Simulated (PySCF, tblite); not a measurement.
# C₄H₆BO₂ radical: geometry, infrared bands and EPR parameters

Wanted: the infrared bands and EPR parameters of C₄H₆BO₂ radical (`C=C[C]1COBO1`), by calculation.

Programs: tblite 0.8.0 and PySCF 2.14.0, with density-fitted response routines of our own. Each step states its level of theory. These are calculated values for one molecule in the gas phase, unless marked as measured. Atoms are numbered from 0 throughout.

## (1) The starting structure

13 atoms, charge 0, multiplicity 2; geometry from: force field or distance geometry start.

Bonds of the start (Å): C0–C1 1.35, C1–C2 1.48, C2–C3 1.53, C3–O4 1.39, O4–B5 1.48, B5–O6 1.48, O6–C2 1.40, C0–H7 1.11, C0–H8 1.10, C1–H9 1.09, C3–H10 1.10, C3–H11 1.12, B5–H12 1.21.

## (2) Geometry optimisation with GFN2-xTB

Job settings and geometry (Å):

```
{"job": {"kind": "relax", "xc": "GFN2-xTB", "basis": "xTB"}, "charge": 0, "multiplicity": 2}
C      2.270100    -0.153200    -0.009800
C      0.990000     0.259600    -0.054900
C     -0.021400    -0.629400    -0.670200
C     -1.243600    -0.689900     0.247900
O     -2.325400    -0.260500    -0.519000
B     -1.619300     0.739700    -1.349600
O     -0.465100    -0.031200    -1.853500
H      3.022400     0.512100     0.462500
H      2.585600    -1.119100    -0.426500
H      0.762900     1.220700     0.395600
H     -1.363200    -1.704300     0.667400
H     -1.173900     0.021400     1.105600
H     -1.423500     1.834600    -0.874500
```

Run with:

```console
$ OMP_NUM_THREADS=1 python probes_run.py task.json out
```

One launch serves the whole session: the jobs run in the order shown.

**Question.** This job is followed by: GFN2-xTB harmonic vibrations, gas phase; UKS B3LYP, pcH-1 on B C H O, non-relativistic, mean-field spin-orbit, GIAO. Predict these results of the whole session: strongest single infrared mode (GFN2-xTB); zero-point energy (GFN2-xTB); g(iso) (B3LYP); ⟨S²⟩; largest a(iso) (averaged by class); potential on the surface of density 0.002 e/bohr³, 1st and 99th percentile.

As calculated:

| quantity | value |
| --- | --- |
| strongest single infrared mode (GFN2-xTB) | 1116 cm⁻¹, 258 km/mol |
| zero-point energy (GFN2-xTB) | 59.5 kcal/mol |
| g(iso) (B3LYP) | 2.00291 |
| ⟨S²⟩ | 0.772 (exact 0.75) |
| largest a(iso) (averaged by class) | 1H on H10, H11, 66.9 MHz |
| potential on the surface of density 0.002 e/bohr³, 1st and 99th percentile | -1.10 V and 1.14 V |

What this shows: The optimisation took 100 steps and gained 3.620 eV; among the close pairs (by a distance rule), O4–B5 changed most, from 1.479 to 1.355 Å. No mode is imaginary among the 33: a minimum at this level. The strongest single mode, at 1116 cm⁻¹, is carried by B5, O6, O4. Unscaled tight-binding wavenumbers are off by several per cent, some by more. Its intensities can rank the bands wrongly. The largest spin populations lie on C0 (0.63 e), C2 (0.57 e). The isotropic g lies 0.6 ppt above the free-electron value. These values are for one conformer; the search (at its own cheap level) found 2 more, at 0.00, 0.92 kcal/mol (those within 0.05 may be mirror or relabelled copies), and measured spectra average over such forms.
